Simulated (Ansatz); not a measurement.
# C2H4BI: a ladder of functionals and wavefunction methods

An exercise on one series of results from a longer session: the logs are not shown, and one member is left open.

The runs use Ansatz 0.2.0, Gaussian basis; functionals in def2-TZVPP, the program's frozen cores in correlated methods.

Levels to be run: LDA (SPW92), PBE-D4, revPBE-D4, BLYP-D4, r2SCAN-D4, B97M-V, PBE0-D4, B3LYP-D4, r2SCANh-D4, r2SCAN0-D4, HSE06-D4, BHLYP-D4, CAM-B3LYP-D4, LC-ωPBE, ωB97X-V, ωB97M-V, B2PLYP, PBE-QIDH; CCSD(T)/def2-SVP; CCSD(T)/def2-TZVPP; MP2/def2-QZVPP; extrapolation to the limit; RPA on PBE.

## The relaxed structure

An earlier PBE0-D4 in a triple-zeta def2 set relaxation fixed the geometry. I takes the def2 core potential; no spin-orbit term is included.

8 atoms, charge 0, spin multiplicity 1.

Atoms are counted from 1 here; the program's logs count them from 0.

Bond lengths: I1–C2 2.127 Å, C2–B3 1.514 Å, C2–C4 1.525 Å, C2–H5 1.080 Å, B3–C4 1.531 Å, B3–H6 1.182 Å, C4–H7 1.092 Å, C4–H8 1.085 Å. Angles: I1–C2–B3 102.1°, I1–C2–C4 112.6°, I1–C2–H5 112.2°, B3–C2–C4 60.5°, B3–C2–H5 135.3°, C4–C2–H5 124.6°, C2–B3–C4 60.1°, C2–B3–H6 147.4°, C4–B3–H6 152.5°, C2–C4–B3 59.4°, C2–C4–H7 112.2°, C2–C4–H8 121.6°, B3–C4–H7 114.7°, B3–C4–H8 126.0°, H7–C4–H8 112.6°.

The first run:

Contents of in.yaml:

```yaml
crystal:
  periodic: [false, false, false]
  atoms:
    - {symbol: I, position_ang: [-2.150389, -0.817932, 0.631459]}
    - {symbol: C, position_ang: [-0.622164, 0.369931, -0.249917]}
    - {symbol: B, position_ang: [0.441536, 0.367450, 0.828117]}
    - {symbol: C, position_ang: [0.670753, -0.408164, -0.471644]}
    - {symbol: H, position_ang: [-1.020340, 1.105145, -0.934184]}
    - {symbol: H, position_ang: [0.768106, 0.729506, 1.904792]}
    - {symbol: H, position_ang: [1.331122, 0.085049, -1.187312]}
    - {symbol: H, position_ang: [0.673676, -1.488186, -0.577212]}
basis:
  gaussian: {orbitals: def2-TZVPP}
hamiltonian: {xc: lda}
output: {orbitals: {seedname: orbitals}}
```

Command:

```
$ ansatz run in.yaml --threads 2 --pin off --events-out ev --progress --plain --max-ram 4352MiB
```

Among the steps run: LDA; PBE-D4 (GGA); revPBE-D4 (GGA); BLYP-D4 (GGA); r2SCAN-D4 (meta-GGA); B97M-V (meta-GGA); PBE0-D4 (hybrid); B3LYP-D4 (hybrid); r2SCANh-D4 (hybrid); r2SCAN0-D4 (hybrid); HSE06-D4 (hybrid); BHLYP-D4 (hybrid); CAM-B3LYP-D4 (range-separated); LC-ωPBE (range-separated); ωB97X-V (range-separated); ωB97M-V (range-separated); B2PLYP (double hybrid); PBE-QIDH (double hybrid).

One table of the session follows, with a row left open; its other results are not shown here.

It belongs to the step «Orbital energies across the functionals». 

```
  functional  HOMO (eV)  LUMO (eV)  gap (eV)
 LDA (SPW92)      -6.07      -3.01      3.05
      PBE-D4      -5.91      -2.76      3.15
   revPBE-D4      -5.86      -2.66      3.20
     BLYP-D4      -5.76      -2.59      3.17
   r2SCAN-D4      -6.13      -2.47      3.66
      B97M-V      -6.18      -2.42      3.75
     PBE0-D4      -7.03      -1.82      5.21
    B3LYP-D4      -6.81      -2.01      4.80
  r2SCANh-D4      -6.55      -2.15      4.40
  r2SCAN0-D4      -7.17      -1.66      5.52
    HSE06-D4      -6.64      -2.20      4.43
    BHLYP-D4      -8.00      -0.76      7.24
CAM-B3LYP-D4      -8.30      -0.71      7.58
     LC-ωPBE      -9.61       0.42     10.03
     ωB97X-V          ?          ?         ?
     ωB97M-V      -9.16       0.14      9.31
```

Estimate the missing values for ωB97X-V.

As computed: HOMO (eV): -9.27; LUMO (eV): 0.34; gap (eV): 9.61. In the column «HOMO (eV)» it lies between LC-ωPBE (-9.61) and ωB97M-V (-9.16).
